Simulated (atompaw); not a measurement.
# Pseudopotential generation for rhenium: PAW (atompaw), PBEsol

Task: generate the file, and judge it by its logarithmic derivatives, its ghosts and its cutoff.

Program: atompaw 4.2.0.5. Reference atom: PBEsol, scalar-relativistic, spherical and spin-unpolarised. All values are calculated.

### 1 Settings

The settings as typed:

```
element                 : rhenium (Re, Z = 75)
type                    : PAW
frozen core             : [Xe] 4f14
valence charge          : 7
reference configuration : 5d5 6s2 6p0
partial waves           : 6s (bound): rc 3.00 bohr; 6s channel at 3.55 Ry: rc 3.00 bohr; 6p (bound, empty): rc 3.00 bohr; 6p channel at 3.2 Ry: rc 3.00 bohr; 5d (bound): rc 2.15 bohr; 5d channel at 0.1 Ry: rc 3.00 bohr
local potential         : ultrasoft scheme with l = 3 at 0 Ry, radius 2.25 bohr
core correction         : smooth core density matched at 1.95 bohr
augmentation charge     : besselshape compensation charge, radius 2.55 bohr; PAW radius 3.00 bohr; waves and projectors: custom rrkj vanderbiltortho
```

An earlier all-electron run gives the scale for the radii.

All-electron outer shells of the reference configuration (PBEsol, scalar-relativistic, ld1.x):

```tsv
shell	level (eV)	outermost node (bohr)	outermost maximum (bohr)
5p	-47.03	0.56	1.06
4f	-42.34	–	0.41
6s	-5.98	1.24	2.57
5d	-5.40	0.62	1.43
6p	-1.29	1.48	3.61
```

### 2 Generation

Re.input

```
Re 75
GGA-PBESOL scalarrelativistic loggrid 2001 logderivrange -2 5 176
6 6 5 4 0 0
6 1 0
5 2 5
0 0 0
c
c
c
c
c
v
c
c
c
c
v
c
c
v
c
2
3.00 2.55 2.25 1.95
y
3.55
n
y
3.2
n
y
0.1
n
custom rrkj vanderbiltortho besselshape
3 0 ultrasoft
3.00
3.00
3.00
3.00
2.15
3.00
PWSCFOUT
UPFDX 0.0125d0 UPFXMIN -7.d0 UPFZMESH 75.d0
END
```

Launch:

```bash
$ atompaw < Re.input > Re.log
```

Q: Predict the outcome of this session. Wanted: cutoffs for 10 and 1 mRy, occupied levels; bound ghosts; largest phase difference near zero energy, channels read; lowest eigenvalue of the overlap; share of valence orbitals outside the PAW sphere; UPF file.

As calculated:

```
                                                quantity                      value
               cutoffs for 10 and 1 mRy, occupied levels            21 Ry and 35 Ry
                                            bound ghosts             s at -11.77 eV
largest phase difference near zero energy, channels read                  0.004 rad
         lowest eigenvalue of the overlap (Bessel basis)                  0.026 (s)
        share of valence orbitals outside the PAW sphere  6s 46 %, 6p 82 %, 5d 11 %
                                                UPF file                    written
```

**Reading.** A bound ghost (s) makes it unfit for use: electrons can fall into a state that the atom doesn't have. It counts as soft on the atom at that tolerance, with 21 Ry needed at the looser tolerance. The slowest occupied level is 5d: taken alone it needs 21 Ry to come within 1 mRy, against 6 Ry or less for 6s. Near zero energy the phases of the channels with partial waves agree within 0.004 rad. In the d channel the atom's pole at 4.42 Ry sits lower, at 1.57 Ry, in the pseudo curve. The pseudo curves have a pole with no partner nearby in the atom's: s at -0.86 Ry. These are tests on the free atom; a crystal test is still owed.
